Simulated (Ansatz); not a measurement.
**C2Br2F4: small, medium and large basis sets**

An exercise on one series of results from a longer session: the logs are not shown, and one member is left open.

The runs use Ansatz 0.2.0, Gaussian basis; one geometry, several basis sets.

Plan: PBE0-D4/def2-SVP; ωB97M-V/def2-SVP; PBE0-D4/def2-QZVPP; ωB97M-V/def2-QZVPP; the functionals' def2-TZVPP values are taken from earlier runs.

### The geometry

The geometry comes from an earlier relaxation with PBE0-D4 in a triple-zeta def2 set; it is a stationary point, not always the lowest conformer.

SMILES `FC(F)(Br)C(F)(F)Br`, 8 atoms, charge 0, spin multiplicity 1.

Atoms are counted from 1 here; the program's logs count them from 0.

Bond lengths: F1–C2 1.333 Å, C2–F3 1.328 Å, C2–Br4 1.928 Å, C2–C5 1.555 Å, C5–F6 1.328 Å, C5–F7 1.333 Å, C5–Br8 1.928 Å. Angles: F1–C2–F3 108.3°, F1–C2–Br4 109.3°, F1–C2–C5 107.5°, F3–C2–Br4 110.1°, F3–C2–C5 109.4°, Br4–C2–C5 112.2°, C2–C5–F6 109.4°, C2–C5–F7 107.5°, C2–C5–Br8 112.2°, F6–C5–F7 108.3°, F6–C5–Br8 110.1°, F7–C5–Br8 109.3°.

The first run:

in.yaml reads:

```yaml
crystal:
  periodic: [false, false, false]
  atoms:
    - {symbol: F, position_ang: [1.210232, 0.692221, -1.132553]}
    - {symbol: C, position_ang: [0.299795, -0.179889, -0.701097]}
    - {symbol: F, position_ang: [0.867562, -1.378396, -0.639551]}
    - {symbol: Br, position_ang: [-1.184294, -0.211630, -1.930824]}
    - {symbol: C, position_ang: [-0.130809, 0.260759, 0.727093]}
    - {symbol: F, position_ang: [-0.692730, 1.462063, 0.666446]}
    - {symbol: F, position_ang: [0.972686, 0.352466, 1.468385]}
    - {symbol: Br, position_ang: [-1.342442, -0.997604, 1.542091]}
basis:
  gaussian: {orbitals: def2-SVP}
hamiltonian: {xc: pbe0, dispersion: d4}
output: {orbitals: {seedname: orbitals}}
```

Command:

```sh
> ansatz run in.yaml --threads 2 --pin off --events-out ev --progress --plain --max-ram 32768MiB --backend cpu
```

Steps of the session up to this table: PBE0-D4 in def2-SVP; ωB97M-V in def2-SVP; PBE0-D4 in def2-QZVPP; ωB97M-V in def2-QZVPP.

One table of the session follows, with a row left open; its other results are not shown here.

It belongs to the step «Functionals by basis». 

```
functional       basis  HOMO (eV)
   PBE0-D4    def2-SVP      -8.74
   PBE0-D4  def2-TZVPP      -8.85
   PBE0-D4  def2-QZVPP      -8.87
   ωB97M-V    def2-SVP     -10.96
   ωB97M-V  def2-TZVPP          ?
   ωB97M-V  def2-QZVPP     -11.12
```

Estimate the missing values for ωB97M-V, def2-TZVPP.

The run gave: HOMO (eV): -11.10. In the column «HOMO (eV)» it lies between ωB97M-V, def2-QZVPP (-11.12) and ωB97M-V, def2-SVP (-10.96).
